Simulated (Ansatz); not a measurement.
# TaAsS: the cost of one run

Program: Ansatz 0.2.0. Level of theory: DFT PBE, scalar-relativistic, plane waves, PAW. These are calculated values, not measurements.

## 1. Starting point

The structure is trigonal, space group P3m1 (No. 156). The conventional cell has a = 3.352 Å, b = 3.352 Å, c = 18.000 Å, α = 90.00°, β = 90.00°, γ = 120.00°. Ta (site symmetry 3m) is surrounded by 3 S at 2.46 Å and 3 As at 2.57 Å. As (site symmetry 3m) is surrounded by 3 Ta at 2.57 Å. S (site symmetry 3m) is surrounded by 3 Ta at 2.46 Å.

As a file:

```xyz
3
Lattice="3.3523 0.0000 0.0000 -1.6762 2.9032 0.0000 0.0000 0.0000 18.0000" Properties=species:S:1:pos:R:3 pbc="T T F"
Ta    0.0000    0.0000    8.9160
As    1.6762    0.9677   10.6020
S     0.0000    1.9355    7.3980
```

A structure generator made this guess: Janus sheet modelled on a layer of TaSe2, with S on the Se sites. The dimensions are guesses.

It is a sheet, periodic along a and b, with vacuum along c; volumes and pressures of the box carry no meaning, and space groups named for it are those of the box.

## 2. The guess as it stands, on a coarse mesh

input.yaml

```yaml
crystal:
  lattice:
    - [3.35234483, 0.0, 0.0]
    - [-1.67617241, 2.90321645, 0.0]
    - [0.0, 0.0, 18.0]
  atoms:
    - { symbol: Ta, position: [0.0, 0.0, 0.49533333] }
    - { symbol: As, position: [0.66666667, 0.33333333, 0.58900171] }
    - { symbol: S, position: [0.33333333, 0.66666667, 0.41099829] }
  periodic: [true, true, false]
basis:
  ecutwfc: 420
kpoints:
  mp_grid: { grid: [6, 6, 1] }
hamiltonian:
  xc: pbe
scf:
  occupations: { method: gaussian, width: 0.1 }
  lower_state_search: "off"
output:
  forces: true
  stress: true
  eigenvalues: true
```

Started as:

```
> ansatz run input.yaml --threads 1 --pin off --max-ram 2048MiB --backend cpu --events-out ev --progress --plain --runs-dir out
```

**Question.** How long does this run take on 1 thread of Arm Neoverse V1, shared host, and how much memory does it need?

About 5.1 s, with a peak of 0.43 GiB.
